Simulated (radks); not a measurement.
# Tb⁺ with its nuclear charge varied continuously

What is the energy between the elements? 64 electrons are held in [Xe] 4f9 6s1 while Z is changed in small steps.

Method: Dirac Kohn-Sham, PBE, spin-unpolarised, spherical densities, point nucleus; open shells fill j = l - 1/2 first. Code: radks (a radial shooting solver on a logarithmic mesh, Libxc functionals) version 1.

**1. What is computed**

* element: terbium (Z = 65)
* charge: +1
* electrons: 64
* configuration: [Xe] 4f9 6s1

**2. Z = 65**

Settings of this run:

```text
Z 65
configuration [Xe] 4f9 6s1
relativity Dirac
functional pbe,pbe
spin unpolarised
j_filling energy
nucleus point
c 137.035999084
```

**3. Z = 64.5**

Input: that of step 2 with these lines changed.

```diff
@@ -1,2 +1,2 @@
-Z 65
+Z 64.5
 configuration [Xe] 4f9 6s1
```

**4. Z = 65.5**

Input: that of step 3 with these lines changed.

```diff
@@ -1,2 +1,2 @@
-Z 64.5
+Z 65.5
 configuration [Xe] 4f9 6s1
```

**5. Z = 66**

Input: that of step 4 with these lines changed.

```diff
@@ -1,2 +1,2 @@
-Z 65.5
+Z 66
 configuration [Xe] 4f9 6s1
```

Before running it: what results should come out? Wanted: for each run, Z; E; E(electron-nucleus)/Z; highest level; its energy; <r>.

As calculated:

```tsv
Z	E (hartree)	E(electron-nucleus)/Z (hartree)	highest level	its energy (eV)	<r> (bohr)
64.5	-11498.1607	-438.538	4f7/2	-2.474	1.007
65	-11718.7060	-443.639	6s1/2	-8.733	3.766
65.5	-11941.7980	-448.729	6s1/2	-12.463	3.476
66	-12167.4350	-453.821	6s1/2	-16.578	3.246
```

In words: At Z = 65 the central difference of E is -443.637 hartree, against -443.639 from the Hellmann-Feynman theorem. The top level goes from -2.474 eV at Z = 64.5 to -16.578 eV at Z = 66. Between Z = 64.5 and 65 the top level changes from 4f7/2 to 6s1/2, so the curve of the top level has a kink there, while E(Z) stays smooth.
